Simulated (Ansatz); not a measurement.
Runs of Ansatz 0.2.0 on CsLiCr2Te2S3. It takes space group R32 (No. 155, trigonal). Conventional cell: a = 6.639 Å, b = 6.639 Å, c = 20.639 Å, α = 90.00°, β = 90.00°, γ = 120.00°. Around Cs (site symmetry 32) lie 6 Te at 3.84 Å and 6 S at 4.04 Å and 2 Cr at 4.16 Å. Li (site symmetry 32) is surrounded by 3 S at 2.41 Å. Around Cr (site symmetry 3) lie 3 S at 2.24 Å and 1 Te at 2.45 Å. Te (site symmetry 3) is surrounded by 1 Cr at 2.45 Å. Around S (site symmetry 2) lie 2 Cr at 2.24 Å and 1 Li at 2.41 Å. The cell was built by a generator and needn't be a form met in nature.

| task | level | cell | k mesh | points for each segment of the path | gap on the mesh (eV) | pressure (GPa) | moment (μB) | relaxed volume (Å³/atom) | largest force (eV/Å) |
| --- | --- | --- | --- | --- | --- | --- | --- | --- | --- |
| band structure | LDA | as given | 5 × 5 × 5 | 10 | none | -3.9 | 4.00 | - | 0.48 |
| relaxation of cell and atoms | revPBE | relaxed | 4 × 4 × 4 | - | none | 0.0 | 4.00 | 32.91 | - |
| band structure | RPBE | as given | 5 × 5 × 5 | 10 | none | (a) | 4.00 | - | 0.14 |
| relaxation of cell and atoms | PBEsol+D3(BJ) | relaxed | 4 × 4 × 4 | - | none | 0.0 | 4.00 | (b) | 0.01 |
| relaxation of cell and atoms | PBEsol | relaxed | 4 × 4 × 4 | - | none | 0.0 | 4.00 | 26.39 | 0.01 |

Alike in all rows: potentials or basis Ansatz PAW; spin collinear, ferromagnetic start; cutoff (eV) 420; smearing fermi-dirac 0.05 eV.

Estimate the missing entries.

(a) 1.8; (b) 24.80.

Caveats: only a ferromagnetic start was run, and an antiferromagnetic order may lie lower in energy; the PAW data sets come from PBE, with cores solved anew for the run's functional, which leaves a small shift of forces and pressure; the plane-wave basis is chosen anew once the cell has moved, so the energies of steps on either side of that aren't comparable (some runs); spin-orbit coupling is left out, which moves the levels of the heavy elements (some runs); the volume moved by over 15 % at a fixed basis, so the end points are rough (some runs); pairwise dispersion overbinds metals, which lowers pressure and volume (some runs).

A k mesh can miss the band edges, and the runs leave out spin-orbit coupling on Cs, Te.

A gap of «none» marks a metal or a gap under the smearing width.

Runs at the PBE level aren't shown here.
